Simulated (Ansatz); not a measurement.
**N2H (dinitrogen monohydride), step by step**

Wanted: a series of 62 runs (UHF/cc-pVDZ, UHF/cc-pVTZ, UHF/cc-pVQZ, USVWN5/aug-pcseg-0, USVWN5/aug-pcseg-1, USVWN5/aug-pcseg-2, RPA@PBE/pcseg-0, RPA@PBE/pcseg-1, and more) of HN2 and its partners. The setting varied is the number of roots, integration grid. 

The calculation is run with Ansatz 0.2.0.

## 1. The system as given

The species is N2H (3 atoms), meant as a doublet with charge 0. SMILES: `[N]=N`. The coordinates come from a PBE0-D4/def2-TZVP relaxation.

Bond lengths: N1–N2 1.165 Å, N2–H3 1.057 Å. Angles: N1–N2–H3 117.5°.

## 2. The energy at UHF/cc-pVDZ (run 1)

File molecule.yaml:

```yaml
crystal:
  periodic: [false, false, false]
  atoms:
    - symbol: N
      position_ang: [0.710530, -0.606720, 0.326180]
    - symbol: N
      position_ang: [-0.268660, -0.217710, -0.170100]
    - symbol: H
      position_ang: [-0.441870, 0.824430, -0.156080]
basis:
  gaussian:
    orbitals: cc-pVDZ
magnetization:
  spin_polarized: true
  initial_magnetization: 1
output:
  orbitals: {seedname: orbitals}
hamiltonian:
  xc: hf
```

Started as:

```
$ ansatz run molecule.yaml --threads 1 --pin off --max-ram 3480MiB --events-out events.jsonl --progress --plain --runs-dir runs
```

Standard output:

```text
Warning: RAYON_NUM_THREADS=1 ignored (pool sized by the plan → 1); use --threads N
Functional definition: HF
  name "HF"
  exchange = exact_x
  correlation = 0
319 factors; integrals over basis functions are off by at most 1.7e-3 eV
mean field evaluation 1: about -2977.0685 eV, gradient 1.1e1 eV
mean field evaluation 2: about -2977.0719 eV, gradient 1.1e1 eV
mean field evaluation 4: about -2977.8282 eV, gradient 2.5e0 eV
mean field evaluation 8: about -2977.9206 eV, gradient 3.7e-1 eV
mean field evaluation 16: about -2977.9496 eV, gradient 9.1e-5 eV
mean field -2977.94960095 eV, -109.4376293081 hartree, gradient 2.3e-5 eV, S^2 0.844851; 0 other end points of the search recorded, 0 dependent functions left out
reference -2977.94960095 eV, -109.4376293081 hartree; 8, 7 occupied and 25, 26 virtual orbitals, 319 factors
Total energy: -2977.94960095 eV, -109.4376293081 hartree
```

Run time: 0.16 s. Hardware: 1 thread of Arm Neoverse V1, shared host.

## 3. The singlet cation: a single-point energy at UHF/cc-pVDZ (run 2)

File input.yaml:

```yaml
basis:
  gaussian:
    orbitals: cc-pVDZ
crystal:
  periodic: [false, false, false]
  atoms:
    - {symbol: "N", position_ang: [0.710530, -0.606720, 0.326180]}
    - {symbol: "N", position_ang: [-0.268660, -0.217710, -0.170100]}
    - {symbol: H, position_ang: [-0.441870, 0.824430, -0.156080]}
total_charge: 1
magnetization:
  spin_polarized: true
  initial_magnetization: 0
hamiltonian:
  xc: hf
```

Started as:

```
$ ansatz run input.yaml --threads 1 --pin off --max-ram 3480MiB --events-out events.jsonl --progress --plain --runs-dir runs
```

Standard output:

```text
Warning: RAYON_NUM_THREADS=1 ignored (pool sized by the plan → 1); use --threads N
[... 4 set-up lines as earlier in the session ...]
319 factors; integrals over basis functions are off by at most 1.7e-3 eV
mean field evaluation 1: about -2967.8129 eV, gradient 1.3e1 eV
mean field evaluation 2: about -2967.8163 eV, gradient 1.3e1 eV
mean field evaluation 4: about -2968.5883 eV, gradient 3.0e0 eV
mean field evaluation 8: about -2968.6433 eV, gradient 1.7e-1 eV
mean field evaluation 16: about -2968.7308 eV, gradient 1.7e-1 eV
mean field evaluation 32: about -2968.1319 eV, gradient 4.0e0 eV
mean field evaluation 64: about -2968.6446 eV, gradient 1.3e-2 eV
mean field -2968.73346510 eV, -109.0989425625 hartree, gradient 1.3e-5 eV, S^2 0.415876; 2 other end points of the search recorded, 0 dependent functions left out
reference -2968.73346510 eV, -109.0989425625 hartree; 7, 7 occupied and 26, 26 virtual orbitals, 319 factors
Total energy: -2968.73346510 eV, -109.0989425625 hartree
```

Run time: 0.24 s. Hardware: 1 thread of Arm Neoverse V1, shared host.

Runs 3 to 61 aren't shown in full; the table further down has their settings and results.

## 4. The N atom: a single-point energy at UMP2/cc-pVQZ (run 62)

File input.yaml:

```yaml
crystal:
  periodic: [false, false, false]
  atoms:
    - {symbol: N, position_ang: [0.000000, 0.000000, 0.000000]}
basis:
  gaussian: {orbitals: cc-pVQZ}
magnetization: {spin_polarized: true, initial_magnetization: 3}
correlation: {method: mp2, frozen_orbitals: {"N": 1}}
```

Run the same way, it converges to -54.50760 Eh (log not shown).

## 5. Overview of the runs

```tsv
run	level	number of roots	integration grid	partner	energy (Eh)	⟨S²⟩	wall time
1	UHF/cc-pVDZ	–	–	base	-109.437629	0.845	0.16 s
2	UHF/cc-pVDZ	–	–	cation	-109.098943	0.416	0.24 s
3	UHF/cc-pVTZ	–	–	base	-109.467837	0.847	0.46 s
4	UHF/cc-pVTZ	–	–	cation	-109.127322	0.430	0.81 s
5	UHF/cc-pVQZ	–	–	base	-109.475906	0.848	1.6 s
6	UHF/cc-pVQZ	–	–	cation	-109.134670	0.434	2.9 s
7	USVWN5/aug-pcseg-0	–	–	base	-108.842006	0.752	0.48 s
8	USVWN5/aug-pcseg-0	–	–	anion	-108.840209	0.212	1.9 s
9	USVWN5/aug-pcseg-1	–	–	base	-109.128924	0.752	0.5 s
10	USVWN5/aug-pcseg-1	–	–	anion	-109.126212	0.345	3.6 s
11	USVWN5/aug-pcseg-2	–	–	base	-109.187055	0.752	1.1 s
12	USVWN5/aug-pcseg-2	–	–	anion	-109.187968	0.422	7.5 s
13	RPA@PBE/pcseg-0	–	–	base	-109.392259	0.752	0.4 s
14	RPA@PBE/pcseg-0	–	–	other spin	-109.171952	3.752	0.99 s
15	RPA@PBE/pcseg-1	–	–	base	-109.850142	0.753	0.58 s
16	RPA@PBE/pcseg-1	–	–	other spin	-109.620477	3.753	2 s
17	RPA@PBE/pcseg-2	–	–	base	-110.025096	0.753	1.2 s
18	RPA@PBE/pcseg-2	–	–	other spin	-109.797152	3.755	3.9 s
19	RPA@PBE/pcseg-3	–	–	base	-110.085219	0.753	5.1 s
20	RPA@PBE/pcseg-3	–	–	other spin	-109.857949	3.755	12 s
21	CASSCF(5,5)/def2-TZVP	1	–	base	-109.533691	–	1.1 s
22	CASSCF(5,5)/def2-TZVP (2 states averaged)	2	–	base	-109.481326 (average)	–	1.7 s
23	CASSCF(5,5)/def2-TZVP (3 states averaged)	3	–	base	-109.419677 (average)	–	1.4 s
24	CASSCF(5,5)/def2-TZVP (4 states averaged)	4	–	base	-109.377314 (average)	–	2.4 s
25	CASSCF(5,5)/def2-TZVP (6 states averaged)	6	–	base	-109.327473 (average)	–	2.6 s
26	CASSCF(5,5)/def2-TZVP (8 states averaged)	8	–	base	-109.289615 (average)	–	2.5 s
27	USVWN5/6-31G* (spherical functions)	–	2,2,5	base	-109.105306	0.751	0.16 s
28	USVWN5/6-31G* (spherical functions)	–	2,2,5	atoms	-0.473341	0.750	0.04 s
29	USVWN5/6-31G* (spherical functions)	–	2,2,5	atoms	-54.104254	3.752	0.06 s
30	USVWN5/6-31G* (spherical functions)	–	3,3,7	base	-109.141477	0.752	0.16 s
31	USVWN5/6-31G* (spherical functions)	–	3,3,7	atoms	-0.476051	0.750	0.04 s
32	USVWN5/6-31G* (spherical functions)	–	3,3,7	atoms	-54.110591	3.752	0.06 s
33	USVWN5/6-31G* (spherical functions)	–	4,3,11	base	-109.128797	0.752	0.18 s
34	USVWN5/6-31G* (spherical functions)	–	4,3,11	atoms	-0.476023	0.750	0.04 s
35	USVWN5/6-31G* (spherical functions)	–	4,3,11	atoms	-54.109128	3.752	0.06 s
36	USVWN5/6-31G* (spherical functions)	–	5,4,17	base	-109.128464	0.752	0.18 s
37	USVWN5/6-31G* (spherical functions)	–	5,4,17	atoms	-0.476046	0.750	0.04 s
38	USVWN5/6-31G* (spherical functions)	–	5,4,17	atoms	-54.109162	3.752	0.06 s
39	USVWN5/6-31G* (spherical functions)	–	6,5,23	base	-109.128601	0.752	0.2 s
40	USVWN5/6-31G* (spherical functions)	–	6,5,23	atoms	-0.476045	0.750	0.04 s
41	USVWN5/6-31G* (spherical functions)	–	6,5,23	atoms	-54.109168	3.752	0.06 s
42	USVWN5/6-31G* (spherical functions)	–	8,7,29	base	-109.128567	0.752	0.22 s
43	USVWN5/6-31G* (spherical functions)	–	8,7,29	atoms	-0.476044	0.750	0.06 s
44	USVWN5/6-31G* (spherical functions)	–	8,7,29	atoms	-54.109168	3.752	0.08 s
45	USVWN5/6-31G* (spherical functions)	–	12,10,35	base	-109.128567	0.752	0.28 s
46	USVWN5/6-31G* (spherical functions)	–	12,10,35	atoms	-0.476044	0.750	0.06 s
47	USVWN5/6-31G* (spherical functions)	–	12,10,35	atoms	-54.109168	3.752	0.08 s
48	USVWN5/6-31G* (spherical functions)	–	16,14,47	base	-109.128567	0.752	0.42 s
49	USVWN5/6-31G* (spherical functions)	–	16,14,47	atoms	-0.476044	0.750	0.08 s
50	USVWN5/6-31G* (spherical functions)	–	16,14,47	atoms	-54.109168	3.752	0.12 s
51	USVWN5/6-31G* (spherical functions)	–	24,20,59	base	-109.128567	0.752	0.7 s
52	USVWN5/6-31G* (spherical functions)	–	24,20,59	atoms	-0.476044	0.750	0.1 s
53	USVWN5/6-31G* (spherical functions)	–	24,20,59	atoms	-54.109168	3.752	0.18 s
54	UMP2/cc-pVDZ	–	–	base	-109.725650	0.845	0.16 s
55	UHF/cc-pVDZ	–	–	atoms	-0.499278	0.750	0.04 s
56	UMP2/cc-pVDZ	–	–	atoms	-54.461855	3.754	0.06 s
57	UMP2/cc-pVTZ	–	–	base	-109.827171	0.847	0.44 s
58	UHF/cc-pVTZ	–	–	atoms	-0.499810	0.750	0.04 s
59	UMP2/cc-pVTZ	–	–	atoms	-54.496616	3.756	0.08 s
60	UMP2/cc-pVQZ	–	–	base	-109.860986	0.848	2.5 s
61	UHF/cc-pVQZ	–	–	atoms	-0.499946	0.750	0.04 s
62	UMP2/cc-pVQZ	–	–	atoms	-54.507595	3.757	0.22 s
```

Convergence of the vertical energy of the quartet above the doublet of doublet N2H with the basis set, against the last point:

```tsv
basis set	from the last (eV)	wall time
pcseg-0	-0.1895	1.4 s
pcseg-1	+0.0652	2.5 s
pcseg-2	+0.0183	5.2 s
pcseg-3	+0.0000	17 s
```

Convergence of the total energy of doublet N2H with the basis set, against the last point:

```tsv
basis set	from the last (mEh)	wall time
pcseg-0	+692.961	0.4 s
pcseg-1	+235.078	0.58 s
pcseg-2	+60.123	1.2 s
pcseg-3	+0.000	5.1 s
```

## 6. Outcome

| quantity | value |
| --- | --- |
| N atom, run 62: total energy | -54.50760 Eh |
| N atom, run 62: correlation energy (1 core orbital frozen) | -103.9 mEh |
| N atom, run 62: ⟨S²⟩ of the reference determinant | 3.757 |
| electronic atomisation energy, USVWN5/6-31G* (run 33, integration grid 4,3,11) | 11.824 eV |
| electronic atomisation energy, USVWN5/6-31G* (run 45, integration grid 12,10,35) | 11.815 eV |
| electronic atomisation energy, USVWN5/6-31G* (run 48, integration grid 16,14,47) | 11.815 eV |
| electronic atomisation energy, USVWN5/6-31G* (run 51, integration grid 24,20,59) | 11.815 eV |
| vertical ionisation energy (to the singlet cation), UHF/cc-pVTZ | 9.266 eV |
| vertical ionisation energy (to the singlet cation), UHF/cc-pVQZ | 9.285 eV |
| vertical energy of the quartet above the doublet, RPA@PBE/pcseg-0 | 5.995 eV |
| vertical energy of the quartet above the doublet, RPA@PBE/pcseg-2 | 6.203 eV |

For the vertical energy of the quartet above the doublet of doublet N2H to stay within 0.1 eV of the last point, pcseg-1 is the first point of the series from which all later ones do (2.5 s against 17 s). For the vertical energy of the quartet above the doublet of doublet N2H to stay within 0.02 eV of the last point, pcseg-2 is the first point of the series from which all later ones do (5.2 s against 17 s). Spin contamination of the reference: run 6 ⟨S²⟩ = 0.43, run 4 ⟨S²⟩ = 0.43, run 12 ⟨S²⟩ = 0.42, run 2 ⟨S²⟩ = 0.42, run 10 ⟨S²⟩ = 0.34, run 8 ⟨S²⟩ = 0.21. Rows marked as averages are means over several states, not the energy of one. All runs together took 66 s, the longest 12 s.
